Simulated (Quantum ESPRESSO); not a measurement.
# Ta in Quantum ESPRESSO: settings compared, part 2 of 2

Quantum ESPRESSO 7.5.

## Step 3: Work function, PBE+D3(BJ)

The input, pw.in:

```
&CONTROL
  calculation = 'scf'
  prefix = 'pwscf'
  outdir = './tmp'
  pseudo_dir = './pseudo'
  tprnfor = .true.
  disk_io = 'low'
/
&SYSTEM
  ibrav = 0
  celldm(1) = 8
  nat = 2
  ntyp = 1
  ecutwfc = 50
  ecutrho = 250
  nbnd = 20
  occupations = 'smearing'
  smearing = 'mp'
  degauss = 0.00734986
  vdw_corr = 'grimme-d3'
  dftd3_version = 4
/
&ELECTRONS
  conv_thr = 2d-09
  electron_maxstep = 150
  mixing_beta = 0.3
  mixing_mode = 'local-TF'
  tqr = .true.
/
ATOMIC_SPECIES
Ta   180.9479 ta_pbe_v1.uspp.F.UPF
CELL_PARAMETERS alat
  0.6422659422919  -0.0000000000000   0.0000000000000
 -0.0000000000000   0.6422659422919   0.0000000000000
  0.0000000000000   0.0000000000000   6.7289934763512
ATOMIC_POSITIONS crystal
Ta     1.0000000000    0.5000000000    0.3026400000
Ta     0.5000000000    0.0000000000    0.2239200000
K_POINTS automatic
10 10 1 0 0 0
```

The input, pp_density.in:

```
&INPUTPP
  prefix = 'pwscf'
  outdir = './tmp'
  filplot = 'density.dat'
  plot_num = 0
/
&PLOT
  nfile = 1
  filepp(1) = 'density.dat'
  iflag = 3
  output_format = 6
  fileout = 'density.cube'
/
```

The input, pp_potential.in:

```
&INPUTPP
  prefix = 'pwscf'
  outdir = './tmp'
  filplot = 'potential.dat'
  plot_num = 11
/
&PLOT
  nfile = 1
  filepp(1) = 'potential.dat'
  iflag = 3
  output_format = 6
  fileout = 'potential.cube'
/
```

Potentials or basis: GBRV 1.5 PBE.

Started as:

```sh
OMP_NUM_THREADS=1 mpirun -n 2 pw.x -nk 2 -in pw.in > pw.out
OMP_NUM_THREADS=1 mpirun -n 1 pp.x -in pp_density.in > pp_density.out
OMP_NUM_THREADS=1 mpirun -n 1 pp.x -in pp_potential.in > pp_potential.out
```

pw.out:

```text
This program is part of the open-source Quantum ESPRESSO suite
     for quantum simulation of materials; please cite
[... 13 lines left out ...]
     --------------------
     sticks:   dense  smooth     PW     G-vecs:    dense   smooth      PW
     Sum         517     421    137                94627    68031   12119

     Using Slab Decomposition

     bravais-lattice index     =            0
     lattice parameter (alat)  =       8.0000  a.u.
     unit-cell volume          =    1421.1825 (a.u.)^3
     number of atoms/cell      =            2
     number of atomic types    =            1
     number of electrons       =        26.00
     number of Kohn-Sham states=           20
     kinetic-energy cutoff     =      50.0000  Ry
     charge density cutoff     =     250.0000  Ry
     scf convergence threshold =      2.0E-09
     mixing beta               =       0.3000
     number of iterations used =            8  local-TF  mixing
     Exchange-correlation= SLA  PW   PBE  PBE
                           (   1   4   3   4   0   0   0)

     celldm(1)=   8.000000  celldm(2)=   0.000000  celldm(3)=   0.000000
     celldm(4)=   0.000000  celldm(5)=   0.000000  celldm(6)=   0.000000

     crystal axes: (cart. coord. in units of alat)
               a(1) = (   0.642266  -0.000000   0.000000 )
               a(2) = (  -0.000000   0.642266   0.000000 )
               a(3) = (   0.000000   0.000000   6.728993 )

     reciprocal axes: (cart. coord. in units 2 pi/alat)
               b(1) = (  1.556987  0.000000 -0.000000 )
               b(2) = (  0.000000  1.556987 -0.000000 )
               b(3) = ( -0.000000 -0.000000  0.148611 )

     PseudoPot. # 1 for Ta read from file:
     ta_pbe_v1.uspp.F.UPF
     Pseudo is Ultrasoft + core correction, Zval = 13.0
     Generated by new atomic code, or converted to UPF format
     Using radial grid of  921 points,  7 beta functions with:
                l(1) =   0
                l(2) =   0
                l(3) =   1
                l(4) =   1
                l(5) =   2
                l(6) =   2
                l(7) =   3
     Q(r) pseudized with  6 coefficients,  rinner =    1.300   1.300   1.300
                                                       1.300   1.300   1.300
                                                       1.300

     atomic species   valence    mass     pseudopotential
     Ta               13.00   180.94790     Ta( 1.00)

      8 Sym. Ops. (no inversion) found ( 4 have fractional translation)

   Cartesian axes

     site n.     atom                  positions (alat units)
         1        Ta     tau(   1) = (   0.6422659   0.3211330   2.0364626  )
         2        Ta     tau(   2) = (   0.3211330   0.0000000   1.5067562  )

     --------------------------------------------
     DFT-D3 Dispersion Correction (3-body terms):
     --------------------------------------------
       Reference C6 values for interpolation:

         atom   Coordination number   C6
         Ta         0.000          2327.65
         Ta         1.946          1319.50
         Ta         2.899           917.54

       Values used:

         atom   Coordination number  R0_AB[au]  C6      C8
         Ta         8.628            3.872    917.54 163439.10
         Ta         8.628            3.872    917.54 163439.10

         Molecular C6 ( Ry / a.u.^6 ) =      3670.14

     number of k points=    21  Methfessel-Paxton smearing, width (Ry)=  0.0073
                       cart. coord. in units 2pi/alat
        k(    1) = (   0.0000000   0.0000000   0.0000000), wk =   0.0200000
        k(    2) = (   0.0000000   0.1556987   0.0000000), wk =   0.0800000
        k(    3) = (   0.0000000   0.3113975   0.0000000), wk =   0.0800000
        k(    4) = (   0.0000000   0.4670962   0.0000000), wk =   0.0800000
        k(    5) = (   0.0000000   0.6227950   0.0000000), wk =   0.0800000
        k(    6) = (   0.0000000  -0.7784937   0.0000000), wk =   0.0400000
[... 13 lines left out ...]
        k(   20) = (   0.6227950  -0.7784937   0.0000000), wk =   0.0800000
        k(   21) = (  -0.7784937  -0.7784937   0.0000000), wk =   0.0200000

     Dense  grid:    94627 G-vectors     FFT dimensions: (  30,  30, 288)

     Smooth grid:    68031 G-vectors     FFT dimensions: (  24,  24, 243)
     Real space treatment of Q(r)

     Check: negative core charge=   -0.000002

     Initializing real-space augmentation for DENSE grid

     Initial potential from superposition of free atoms

     starting charge      25.9978, renormalised to      26.0000

     negative rho (up, down):  1.887E-01 0.000E+00
     Starting wfcs are   26 randomized atomic wfcs

     Self-consistent Calculation

     iteration #  1     ecut=    50.00 Ry     beta= 0.30
     Davidson diagonalization with overlap
     ethr =  1.00E-02,  avg # of iterations =  2.1

     negative rho (up, down):  1.906E-01 0.000E+00

     total energy              =    -283.69184228 Ry
     estimated scf accuracy    <       0.42380172 Ry

     iteration #  2     ecut=    50.00 Ry     beta= 0.30
     Davidson diagonalization with overlap
     ethr =  1.63E-03,  avg # of iterations =  1.0
[... 150 lines left out ...]
     iteration # 19     ecut=    50.00 Ry     beta= 0.30
     Davidson diagonalization with overlap
     ethr =  9.20E-12,  avg # of iterations =  2.5

     negative rho (up, down):  1.984E-01 0.000E+00

     End of self-consistent calculation

          k = 0.0000 0.0000 0.0000 (  8429 PWs)   bands (ev):

   -68.2667 -68.2001 -35.1772 -34.5567 -34.1665 -34.1665 -34.0121 -34.0121
    -7.6439  -5.6413  -3.7102  -2.3644  -1.4307  -0.5358   0.4129   1.9219
     1.9219   3.5909   3.6169   4.0107

          k = 0.0000 0.1557 0.0000 (  8457 PWs)   bands (ev):

   -68.2562 -68.1928 -35.1543 -34.5752 -34.2727 -34.1521 -34.1395 -34.0050
    -7.3211  -5.3159  -3.4366  -2.1112  -1.4756  -0.3645   0.0863   1.6654
     1.9894   3.7589   3.8377   4.0958
[... 13 lines left out ...]
          k = 0.0000 0.6228 0.0000 (  8530 PWs)   bands (ev):

   -68.1593 -68.1385 -35.3144 -35.3025 -34.7335 -34.5702 -34.0106 -33.9622
    -4.7191  -4.0718  -2.1565  -1.7501  -0.6242   0.0103   1.7142   1.8045
     2.1799   2.8500   4.0421   4.8315

          k = 0.0000-0.7785 0.0000 (  8512 PWs)   bands (ev):

   -68.1399 -68.1399 -35.4094 -35.4094 -34.6476 -34.6476 -33.9754 -33.9754
    -4.3088  -4.3088  -1.8742  -1.8741  -0.2102  -0.2102   1.5467   1.5467
     2.9180   2.9181   4.4454   4.4455

          k = 0.1557 0.1557 0.0000 (  8462 PWs)   bands (ev):

   -68.2459 -68.1855 -35.1315 -34.5863 -34.2834 -34.2392 -34.1474 -34.1164
    -6.9965  -4.9572  -3.1996  -1.8454  -1.4782  -0.2931  -0.0812   1.2936
     2.1218   3.8336   4.0573   4.0805
[... 13 lines left out ...]
          k = 0.1557 0.6228 0.0000 (  8511 PWs)   bands (ev):

   -68.1502 -68.1303 -35.2935 -35.2822 -34.7239 -34.5688 -34.1291 -34.0837
    -4.4284  -3.7158  -1.9722  -1.6367  -0.7745  -0.4857   1.3555   1.6895
     2.2543   2.5776   4.4345   4.9536

          k = 0.1557-0.7785 0.0000 (  8500 PWs)   bands (ev):

   -68.1313 -68.1313 -35.3889 -35.3889 -34.6406 -34.6406 -34.0958 -34.0958
    -4.0163  -4.0163  -1.5223  -1.5223  -0.9513  -0.9513   1.9029   1.9029
     2.2830   2.2830   5.1160   5.1161

          k = 0.3114 0.3114 0.0000 (  8456 PWs)   bands (ev):

   -68.1914 -68.1474 -35.0241 -34.6919 -34.5801 -34.4631 -34.3825 -34.3819
    -5.3784  -3.2542  -1.9356  -1.5155  -1.2129  -0.4059   0.1948   0.8040
     2.0790   2.1125   3.6548   3.6572
[... 7 lines left out ...]
          k = 0.3114 0.6228 0.0000 (  8478 PWs)   bands (ev):

   -68.1259 -68.1090 -35.2387 -35.2310 -34.6987 -34.5816 -34.4144 -34.3898
    -3.9141  -3.0184  -2.2583  -2.0693  -0.2146  -0.1052   0.4016   1.7773
     1.9679   2.6643   5.1604   5.1615

          k = 0.3114-0.7785 0.0000 (  8468 PWs)   bands (ev):

   -68.1086 -68.1085 -35.3360 -35.3360 -34.6240 -34.6240 -34.3994 -34.3994
    -3.5043  -3.5043  -2.1944  -2.1944  -0.2991  -0.2991   1.3506   1.3506
     2.4042   2.4042   6.2114   6.2114

          k = 0.4671 0.4671 0.0000 (  8492 PWs)   bands (ev):

   -68.1240 -68.1006 -35.0192 -34.9297 -34.8578 -34.6965 -34.6794 -34.4904
    -4.0440  -2.7845  -2.2149  -1.9248  -1.0666   1.1897   1.2025   1.3673
     2.1562   2.1908   3.5366   4.7873

          k = 0.4671 0.6228 0.0000 (  8492 PWs)   bands (ev):

   -68.0954 -68.0830 -35.1825 -35.1774 -34.8065 -34.7441 -34.6566 -34.5369
    -3.8718  -3.3416  -2.6741  -2.5105  -0.1882   1.1846   1.7464   2.0212
     2.3009   3.0082   5.2455   6.0224

          k = 0.4671-0.7785 0.0000 (  8482 PWs)   bands (ev):

   -68.0804 -68.0804 -35.2779 -35.2779 -34.7541 -34.7541 -34.5995 -34.5995
    -3.7126  -3.7126  -2.8046  -2.8046   0.7028   0.7028   1.9763   1.9763
     2.7861   2.7861   7.1480   7.1480

          k = 0.6228 0.6228 0.0000 (  8496 PWs)   bands (ev):

   -68.0695 -68.0630 -35.2137 -35.2000 -34.9875 -34.9410 -34.6234 -34.5576
    -4.2392  -4.0750  -2.9014  -2.6748   0.1479   1.2570   2.3632   2.9893
     3.8381   4.1092   5.8442   7.2828

          k = 0.6228-0.7785 0.0000 (  8510 PWs)   bands (ev):

   -68.0575 -68.0575 -35.2691 -35.2691 -34.9826 -34.9826 -34.5872 -34.5872
    -4.3811  -4.3811  -2.8973  -2.8973   0.8538   0.8538   2.7176   2.7176
     4.5272   4.5272   7.8044   7.8044

          k =-0.7785-0.7785 0.0000 (  8560 PWs)   bands (ev):

   -68.0487 -68.0487 -35.3005 -35.3005 -35.0322 -35.0322 -34.5826 -34.5826
    -4.6371  -4.6371  -2.9627  -2.9627   1.1035   1.1035   2.5581   2.5581
     5.7932   5.7932   8.2710   8.2710

     the Fermi energy is    -0.4579 ev

!    total energy              =    -283.63065092 Ry
     estimated scf accuracy    <          1.0E-09 Ry
     smearing contrib. (-TS)   =      -0.00001292 Ry
     internal energy E=F+TS    =    -283.63063800 Ry

     The total energy is F=E-TS. E is the sum of the following terms:
     one-electron contribution =   -2129.89372441 Ry
     hartree contribution      =    1059.22256518 Ry
     xc contribution           =     -84.39617491 Ry
     ewald contribution        =     871.48571335 Ry
     DFT-D3 Dispersion         =      -0.04901721 Ry

     convergence has been achieved in  19 iterations

     negative rho (up, down):  1.984E-01 0.000E+00

     Forces acting on atoms (cartesian axes, Ry/au):

     atom    1 type  1   force =     0.00000000    0.00000000   -0.00641511
     atom    2 type  1   force =     0.00000000    0.00000000    0.00641511

     Total force =     0.009072     Total SCF correction =     0.000080

=------------------------------------------------------------------------------=
   JOB DONE.
=------------------------------------------------------------------------------=
```

It took 45 s on 2 MPI ranks of Intel Xeon 6975P-C (Granite Rapids), shared host; peak memory 0.5 GiB.

Results:

* Free energy: -3858.9916 eV
* Largest force: 0.165 eV/Å
* Band gap on the k mesh: none (metal or under the smearing width)
* Work function of the upper face: 4.61 eV
* Work function of the lower face: 4.61 eV

Forces on the atoms (eV/Å):
```
Ta   0.000  0.000 -0.165
Ta   0.000  0.000  0.165
```

Caveat: real space augmentation costs some meV and hundredths of eV per Å.
